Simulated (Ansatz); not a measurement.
# AgRhF4: the cost of one run

Program: Ansatz 0.2.0. Level of theory: DFT PBE, scalar-relativistic, plane waves, PAW, unless a step names another level. These are calculated values, not measurements.

4 further runs of the same task are left out: 4 set aside as unsound or not needed.

### 1 Plan

Pauling electronegativities: Ag 1.93, Rh 2.28, F 3.98 (spread 2.05). The formula balances with common oxidation states: Rh +3, Ag +1, F -1. Tabulated atomic sizes suggest about 13 Å³/atom. 24 candidates were drawn, by swapping species into database cells of other compounds, at random by space group and Wyckoff sites, or by hand, as the table says:

```csv
name,made from,space group no.,Wyckoff sites,atoms (primitive cell),V (Å³/atom)
c01,database cell of LaPrC4,123,"Ag 1d; Rh 1a; F 2g, 2h",6,12.0
c02,random,139,Ag 2b; Rh 2a; F 8g,6,15.5
c03,database cell of H4BrN,215,Ag 1b; Rh 1a; F 4e,6,11.3
c04,database cell of BaSrI4,123,Ag 1b; Rh 1c; F 4i,6,14.9
c05,database cell of B4MoIr,187,"Ag 1a; Rh 1d; F 2h, 2g",6,12.0
c06,random,99,Ag 1a; Rh 1a; F 4d,6,13.7
c07,database cell of EuYAl4,216,Ag 4d; Rh 4a; F 16e,6,14.5
c08,random,187,"Ag 1a; Rh 1b; F 1e, 3k",6,16.6
c09,random,139,Ag 2a; Rh 2b; F 8h,6,14.6
c10,database cell of LaGaNi4,187,"Ag 1a; Rh 1e; F 1c, 3k",6,13.1
c11,random,216,Ag 4a; Rh 4b; F 16e,6,13.5
c12,random,65,"Ag 2d; Rh 2b; F 4e, 4l",6,16.3
c13,database cell of TmCdNi4,216,Ag 4a; Rh 4d; F 16e,6,12.6
c14,random,65,Ag 2b; Rh 2d; F 8q,6,14.6
c15,random,187,"Ag 1b; Rh 1c; F 2i, 1a, 1f",6,16.1
c16,database cell of CrIrO4,65,"Ag 2d; Rh 2b; F 4g, 4j",6,13.2
c17,database cell of TaTiTe4,164,"Ag 1a; Rh 1b; F 2d, 2d",6,13.5
c18,database cell of HoInNi4,216,Ag 4c; Rh 4a; F 16e,6,12.5
c19,random,99,Ag 1b; Rh 1b; F 4e,6,13.8
c20,random,139,Ag 2b; Rh 2a; F 8f,6,16.1
c21,random,166,"Ag 3b; Rh 3a; F 6c, 6c",6,14.0
c22,random,187,"Ag 1f; Rh 1d; F 2i, 1a, 1b",6,12.9
c23,random,123,"Ag 1c; Rh 1b; F 1a, 2g, 1d",6,12.7
c24,random,123,Ag 1b; Rh 1d; F 4o,6,16.1
```

### 2 Screening run of c10

input.yaml reads:

```yaml
crystal:
  lattice:
    - [4.96160856, 0.0, 0.0]
    - [-2.48080428, 4.29687906, 0.0]
    - [0.0, 0.0, 3.69984733]
  atoms:
    - { symbol: Ag, position: [0.33333333, 0.66666667, 0.0] }
    - { symbol: Rh, position: [0.0, 0.0, 0.0], spin: 1.0 }
    - { symbol: F, position: [0.66666667, 0.33333333, 0.0] }
    - { symbol: F, position: [0.99353832, 0.49676916, 0.5] }
    - { symbol: F, position: [0.50323084, 0.49676916, 0.5] }
    - { symbol: F, position: [0.50323084, 0.00646168, 0.5] }
basis:
  ecutwfc: 420
kpoints:
  mp_grid: { grid: [3, 3, 3] }
hamiltonian:
  xc: pbe
scf:
  occupations: { method: gaussian, width: 0.15 }
  lower_state_search: "off"
output:
  forces: true
  stress: true
  eigenvalues: true
  populations: true
magnetization:
  spin_polarized: true
relax:
  adjacent_minimum: "off"
  f_tol: 0.08
  max_steps: 16
  cell: { stress_tol: 0.8 }
```

The run is started by

```console
$ ansatz run input.yaml --threads 1 --pin off --max-ram 2560MiB --backend cpu --events-out ev --progress --plain --runs-dir out
```

What time and memory should one allow on 1 thread of Arm Neoverse V1, shared host?

About 32 s, with a peak of 0.34 GiB.
